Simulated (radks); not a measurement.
# Ionising europium step by step, Eu⁴²⁺ to Eu⁶²⁺

The task here is to estimate one member of a computed series from the others.

Program: radks (a radial shooting solver on a logarithmic mesh, Libxc functionals) version 1. Level of theory: scalar-relativistic Kohn-Sham, PBEsol, spin-polarised, spherical densities, finite nucleus; open shells are filled with parallel spins first. These are calculated values, not measurements, unless marked.

### The atom as given

- element: europium (Z = 63)
- charges: 42 to 62
- first configuration: [Ar] 3d3
- last configuration: 1s1

Outer shells as boxes (Hund's rule):

Eu⁴²⁺
```
[Ar] core
3d [↑ ][↑ ][↑ ][  ][  ]
```

Eu⁶²⁺
```
1s [↑ ]
```

The first run:

Settings of this run:

```text
Z 63
configuration [Ar] 3d3 4s0 4p0
relativity scalar-relativistic
functional pbe_sol,pbe_sol
spin polarised
nucleus finite rms 5.1115 fm
c 137.035999084
```

Steps of the session up to this table: Eu⁴²⁺, [Ar] 3d3.

One of the session's tables, all rows but one given; the rest of the session is left out.

It belongs to the step «Eu⁴²⁺, [Ar] 3d3». From the orbitals of this run (lengths in bohr):

```
  level     <r>  outermost maximum (interpolated)  90 % within  nodes
  3p up       ?                                 ?            ?      ?
3p down  0.2306                             0.215        0.342      1
  3d up  0.2044                             0.172        0.313      0
3d down  0.2050                             0.172        0.314      0
  4s up  0.4514                             0.452        0.636      3
4s down  0.4523                             0.452        0.637      3
  4p up  0.4546                             0.455        0.646      2
4p down  0.4556                             0.456        0.648      2
```

**Question.** Estimate the row for 3p up.

The run gave: <r>: 0.2301; outermost maximum (interpolated): 0.214; 90 % within: 0.341; nodes: 1. In the column «<r>» it lies between 3d down (0.2050) and 3p down (0.2306).

Limits of these values: Open shells are spherical and high-spin; term and fine-structure splittings are not resolved.
